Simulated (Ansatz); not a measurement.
# SiSn2: how the settings move a single-point run

How sensitive is a single-point run of SiSn2 to its settings? A reference run comes first, then two runs with altered input. The cell is built on a prototype (ordering on diamond) and needn't be the phase found in nature.

Method: reference: DFT, PBE, plane waves, PAW, in Ansatz 0.2.0.

3 further runs of the same task are left out: 3 that didn't finish.

## (1) The system as given

It takes space group P3m1 (No. 156, trigonal). Conventional cell: a = 4.389 Å, b = 4.389 Å, c = 10.746 Å, α = 90.00°, β = 90.00°, γ = 120.00°. Si (site symmetry 3m) has 4 Sn at 2.59 to 2.66 Å as nearest neighbours. Si (site symmetry 3m) is surrounded by 4 Sn at 2.61 to 2.66 Å. Around Sn (site symmetry 3m) lie 4 Sn at 2.76 to 2.83 Å. Sn (site symmetry 3m) has 4 Si at 2.61 to 2.66 Å as nearest neighbours. Around Sn (site symmetry 3m) lie 3 Si at 2.66 Å and 1 Sn at 2.83 Å. Around Sn (site symmetry 3m) lie 1 Si at 2.59 Å and 3 Sn at 2.76 Å.

Structure file:

```cif
data_structure
_symmetry_space_group_name_H-M 'P 1'
_symmetry_Int_Tables_number 1
_cell_length_a 4.3891
_cell_length_b 4.3891
_cell_length_c 10.7457
_cell_angle_alpha 90.000
_cell_angle_beta 90.000
_cell_angle_gamma 120.000
_cell_volume 179.27
loop_
_atom_site_label
_atom_site_type_symbol
_atom_site_fract_x
_atom_site_fract_y
_atom_site_fract_z
_atom_site_occupancy
Si1 Si 0.00000 0.00000 0.99190 1
Si2 Si 0.66667 0.33333 0.67349 1
Sn1 Sn 0.33333 0.66667 0.33554 1
Sn2 Sn 0.66667 0.33333 0.91672 1
Sn3 Sn 0.33333 0.66667 0.59900 1
Sn4 Sn 0.00000 0.00000 0.23334 1
```

## (2) The reference run

File input.yaml:

```yaml
crystal:
  lattice:
    - [4.3891122683, 1.0e-10, 0.0]
    - [-2.1945561342, 3.8010827244, 0.0]
    - [0.0, 0.0, 10.7457090602]
  atoms:
    - { symbol: Si, position: [0.0, 0.0, -0.0080989624] }
    - { symbol: Si, position: [0.6666666667, 0.3333333333, 0.6734937263] }
    - { symbol: Sn, position: [0.3333333333, 0.6666666667, 0.3355399853] }
    - { symbol: Sn, position: [0.6666666667, 0.3333333333, 0.9167177913] }
    - { symbol: Sn, position: [0.3333333333, 0.6666666667, 0.5990042122] }
    - { symbol: Sn, position: [0.0, 0.0, 0.2333432474] }
kpoints:
  mp_grid: { grid: [6, 6, 2] }
hamiltonian:
  xc: pbe
scf:
  occupations: { method: fermi_dirac, width: 0.02 }
  n_extra_bands: 5
output:
  forces: true
  stress: true
  eigenvalues: true
```

The run is started by

```console
ansatz run input.yaml --threads 4 --pin off --max-ram 4608MiB --backend cpu --events-out ev --progress --plain --runs-dir out
```

## (3) Variant: xc pbesol

input.yaml: that of step 2 with these lines changed.

```diff
@@ -15,3 +15,3 @@
 hamiltonian:
-  xc: pbe
+  xc: pbesol
 scf:
```

## (4) Variant: xc r2scan

input.yaml: that of step 2 with these lines changed.

```diff
@@ -15,3 +15,3 @@
 hamiltonian:
-  xc: pbe
+  xc: r2scan
 scf:
```

Before running it: what results should come out? Wanted: for each run, ending; energy change; pressure; gap; force.

The runs gave:

```
         run     ending   energy change  pressure (GPa)  gap (eV)  force (eV/Å)  cycles   time
   reference  converged               -             1.6      0.00          0.10       7  4.5 s
1: xc pbesol  converged  not comparable            -0.6      0.00          0.06       7  4.5 s
2: xc r2scan  converged  not comparable             0.0      0.00          0.00       8  9.9 s
```

Residual by cycle in the longest SCF loop of each run; runs are numbered as in the table. The quantity is the density residual dr2, in eV.

```
cycle  reference    run 1    run 2
    1     0.0306   0.0664   0.0903
    2     0.0679  0.00995    0.029
    3    0.00262  0.00205  0.00872
    4     2.4e-5   7.3e-5   1.9e-4
    5     1.0e-5   7.2e-6   3.1e-5
    6     6.8e-7   1.1e-6   6.7e-6
    7     2.1e-8   7.2e-8   1.4e-7
    8          -        -   1.3e-8
```

**Reading.** The pressure spans -0.6 to 1.6 GPa over the reference and the converged variants. Of the variants the dearest is «xc r2scan» (9.9 s), the cheapest «xc pbesol» (4.5 s), on a shared host.
